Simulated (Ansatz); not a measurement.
# Alloy of SnO2 and TiO2 (11 of 24 Sn sites exchanged), 72 atoms

How does this alloy cell relax, and what gap do PBEsol and HSE06 give?

Program: Ansatz 0.2.0, PAW, plane waves. These are calculated values, not measurements.

### 1 The system as built

72 atoms (13 Sn, 11 Ti, 48 O); a = 9.382 Å, b = 9.382 Å, c = 9.276 Å, α = 90.00°, β = 90.00°, γ = 90.00°. All atoms were shaken off their sites by about 0.02 Å along each axis.

The runs, in order: (2) PBEsol cell relaxation at the single k point (¼, ¼, ¼), on 7 threads of Arm Neoverse-V2; (3) HSE06 single point at the Γ point alone, on 7 threads of Arm Neoverse-V2.

### 2 Relaxing cell and atoms with PBEsol

in.yaml

```yaml
crystal:
  lattice:
    - [9.381776, 0.000000, 0.000000]
    - [0.000000, 9.381776, 0.000000]
    - [0.000000, 0.000000, 9.275639]
  atoms:
    - { symbol: Sn, position: [0.001431, 0.001663, 0.999004] }
    - { symbol: Sn, position: [0.996851, 0.998011, 0.338465] }
    - { symbol: Sn, position: [0.001104, 0.000592, 0.667260] }
    - { symbol: Sn, position: [0.505549, 0.000805, 0.996621] }
    - { symbol: Sn, position: [0.504076, 0.998190, 0.330834] }
    - { symbol: Sn, position: [0.500656, 0.996996, 0.665912] }
    - { symbol: Sn, position: [0.499447, 0.498599, 0.003623] }
    - { symbol: Sn, position: [0.499668, 0.499958, 0.333388] }
    - { symbol: Sn, position: [0.499892, 0.500699, 0.664454] }
    - { symbol: Sn, position: [0.254118, 0.249583, 0.166039] }
    - { symbol: Sn, position: [0.750317, 0.748821, 0.166628] }
    - { symbol: Sn, position: [0.753394, 0.751646, 0.499148] }
    - { symbol: Sn, position: [0.753896, 0.750108, 0.833269] }
    - { symbol: Ti, position: [0.998353, 0.502238, 0.002262] }
    - { symbol: Ti, position: [0.997459, 0.496119, 0.334103] }
    - { symbol: Ti, position: [0.998150, 0.498995, 0.665094] }
    - { symbol: Ti, position: [0.249435, 0.252437, 0.503360] }
    - { symbol: Ti, position: [0.249855, 0.251896, 0.831950] }
    - { symbol: Ti, position: [0.250805, 0.750414, 0.168678] }
    - { symbol: Ti, position: [0.246995, 0.749696, 0.500818] }
    - { symbol: Ti, position: [0.249536, 0.749059, 0.836041] }
    - { symbol: Ti, position: [0.750896, 0.247960, 0.165349] }
    - { symbol: Ti, position: [0.753363, 0.250333, 0.499448] }
    - { symbol: Ti, position: [0.753713, 0.252201, 0.833121] }
    - { symbol: O, position: [0.153653, 0.153786, 0.998107] }
    - { symbol: O, position: [0.152629, 0.150620, 0.331953] }
    - { symbol: O, position: [0.149074, 0.149989, 0.672555] }
    - { symbol: O, position: [0.154294, 0.653655, 0.998800] }
    - { symbol: O, position: [0.151361, 0.652130, 0.333705] }
    - { symbol: O, position: [0.154012, 0.654179, 0.669850] }
    - { symbol: O, position: [0.651632, 0.155289, 0.998887] }
    - { symbol: O, position: [0.653106, 0.154317, 0.334480] }
    - { symbol: O, position: [0.653655, 0.148971, 0.662603] }
    - { symbol: O, position: [0.653112, 0.648890, 0.997194] }
    - { symbol: O, position: [0.652899, 0.656009, 0.335100] }
    - { symbol: O, position: [0.652776, 0.653241, 0.668221] }
    - { symbol: O, position: [0.346017, 0.348865, 0.998789] }
    - { symbol: O, position: [0.349598, 0.349460, 0.336431] }
    - { symbol: O, position: [0.348843, 0.348396, 0.665411] }
    - { symbol: O, position: [0.348956, 0.842409, 0.996601] }
    - { symbol: O, position: [0.342418, 0.843144, 0.336798] }
    - { symbol: O, position: [0.349609, 0.847687, 0.663676] }
    - { symbol: O, position: [0.842786, 0.345410, 0.000102] }
    - { symbol: O, position: [0.845110, 0.347621, 0.331686] }
    - { symbol: O, position: [0.847748, 0.352369, 0.669042] }
    - { symbol: O, position: [0.847420, 0.847137, 0.000860] }
    - { symbol: O, position: [0.847290, 0.846358, 0.335376] }
    - { symbol: O, position: [0.845832, 0.845827, 0.667113] }
    - { symbol: O, position: [0.102479, 0.402065, 0.166385] }
    - { symbol: O, position: [0.096940, 0.404162, 0.494162] }
    - { symbol: O, position: [0.098650, 0.400688, 0.837017] }
    - { symbol: O, position: [0.094490, 0.900227, 0.168391] }
    - { symbol: O, position: [0.098229, 0.908160, 0.499013] }
    - { symbol: O, position: [0.098542, 0.900325, 0.831844] }
    - { symbol: O, position: [0.595857, 0.403440, 0.168092] }
    - { symbol: O, position: [0.597395, 0.402805, 0.501084] }
    - { symbol: O, position: [0.596385, 0.404449, 0.831767] }
    - { symbol: O, position: [0.595258, 0.902815, 0.168231] }
    - { symbol: O, position: [0.598641, 0.904733, 0.500709] }
    - { symbol: O, position: [0.598266, 0.899382, 0.832946] }
    - { symbol: O, position: [0.404233, 0.098253, 0.164187] }
    - { symbol: O, position: [0.402868, 0.093050, 0.500898] }
    - { symbol: O, position: [0.405302, 0.095949, 0.830491] }
    - { symbol: O, position: [0.401101, 0.599123, 0.166450] }
    - { symbol: O, position: [0.402637, 0.599918, 0.499841] }
    - { symbol: O, position: [0.402427, 0.597991, 0.833329] }
    - { symbol: O, position: [0.908175, 0.096382, 0.169193] }
    - { symbol: O, position: [0.897000, 0.095529, 0.499690] }
    - { symbol: O, position: [0.904316, 0.096769, 0.834651] }
    - { symbol: O, position: [0.905324, 0.595953, 0.162932] }
    - { symbol: O, position: [0.900735, 0.596807, 0.498249] }
    - { symbol: O, position: [0.904145, 0.598684, 0.830470] }
  symmetry: { detect: false }
kpoints:
  mp_grid: { grid: [1, 1, 1], shift: [0.25, 0.25, 0.25] }
hamiltonian:
  xc: pbesol
scf:
  occupations: { method: fermi_dirac, width: 0.01 }
relax:
  f_tol: 0.03
  max_steps: 80
  escape_saddle: false
  adjacent_minimum: "off"
  cell: { fix: [alpha, beta, gamma] }
output:
  forces: true
  eigenvalues: true
  populations: true
```

The run is started by

```
$ ansatz run in.yaml --threads 7 --pin off --max-ram 26600MiB --runs-dir r --events-out ev --progress --plain
```

After this run come: Single point with HSE06.

Before running it: what results should come out? Wanted: for each run, top filled to lowest empty.

The runs gave:

| level | time | k points | top filled to lowest empty (eV) |
| --- | --- | --- | --- |
| PBEsol, relaxation | 2.9 min (7 CPU threads) | (¼, ¼, ¼) | 2.38 |
| HSE06 | 5.3 min (7 CPU threads) | Γ | 3.79 |

```
     quantity                                                                      value
   relaxation                                          11 recorded steps, 3.39 eV gained
largest shift                                                              0.21 Å (Ti22)
 relaxed cell  a = 9.395 Å, b = 9.395 Å, c = 9.301 Å, α = 90.00°, β = 90.00°, γ = 90.00°
   mean bonds                                                   O–Sn 2.055, O–Ti 1.990 Å
```

**Reading.** The relaxation lowers the energy by 3.39 eV; the largest shift is 0.21 Å (Ti22), while the volume changes by +0.6 %. The mean lengths of the listed bonds run from O–Ti 1.99 Å to O–Sn 2.05 Å. The relaxation ran on other k points, so part of any difference from the later rows can come from the mesh. With one k point the spacing samples only the states that fold onto it, so it can exceed the gap over the zone.
